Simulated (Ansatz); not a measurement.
# ClFH4O2SiTi: the cost of one run

Method: RKS PBE0-D4/def2-SVP, in Ansatz 0.2.0.

### Step 1. The system as given

Bond lengths: Ti1–O2 1.920 Å, Ti1–Si3 3.195 Å, O2–Si3 1.680 Å, Si3–H4 1.460 Å, Si3–H5 1.460 Å, Si3–H6 1.460 Å, Ti1–F7 1.830 Å, Ti1–O8 1.919 Å, O8–H9 1.010 Å, Ti1–Cl10 2.368 Å. Angles (14 of 22 angles, heavy atoms first): Ti1–O2–Si3 125.0°, O2–Ti1–Si3 25.5°, O2–Ti1–F7 109.4°, O2–Ti1–O8 109.5°, O2–Ti1–Cl10 109.5°, Si3–Ti1–F7 133.5°, Si3–Ti1–O8 102.2°, Si3–Ti1–Cl10 90.2°, F7–Ti1–O8 109.5°, F7–Ti1–Cl10 109.5°, O8–Ti1–Cl10 109.5°, Ti1–Si3–O2 29.5°, Ti1–Si3–H4 82.0°, Ti1–Si3–H5 131.1°.

As a file:

```xyz
10

Ti    0.0000    0.0000    0.0000
O     0.0000    0.0000    1.9200
Si   -1.3147   -0.4067    2.8836
H    -2.2390   -1.2403    2.1204
H    -0.8506   -1.1432    4.0557
H    -1.9987    0.8095    3.3133
F     1.7257    0.0000   -0.6094
O    -0.9043    1.5667   -0.6394
H    -1.8621    1.3360   -0.8617
Cl   -1.1163   -1.9339   -0.7892
```

### Step 2. Relaxing the start

Input file input.yaml:

```yaml
crystal:
  periodic: [false, false, false]
  atoms:
    - { symbol: Ti, position_ang: [0.0, 0.0, 0.0] }
    - { symbol: O, position_ang: [0.0, 0.0, 1.92] }
    - { symbol: Si, position_ang: [-1.3147, -0.4067, 2.8836] }
    - { symbol: H, position_ang: [-2.239, -1.2403, 2.1204] }
    - { symbol: H, position_ang: [-0.8506, -1.1432, 4.0557] }
    - { symbol: H, position_ang: [-1.9987, 0.8095, 3.3133] }
    - { symbol: F, position_ang: [1.7257, 0.0, -0.6094] }
    - { symbol: O, position_ang: [-0.9043, 1.5667, -0.6394] }
    - { symbol: H, position_ang: [-1.8621, 1.336, -0.8617] }
    - { symbol: Cl, position_ang: [-1.1163, -1.9339, -0.7892] }
basis:
  gaussian: { orbitals: def2-SVP }
hamiltonian:
  xc: pbe0
  dispersion: d4
relax:
  f_tol: 0.02
  max_steps: 40
```

Started as:

```sh
$ ansatz run input.yaml --threads 4 --pin off --max-ram 5120MiB --backend cpu --events-out ev --progress --plain --runs-dir out
```

What time and memory should one allow on 4 threads of Intel Xeon at 2.80GHz (Skylake/Cascade Lake), shared host?

About 44 s, with a peak of 0.39 GiB.
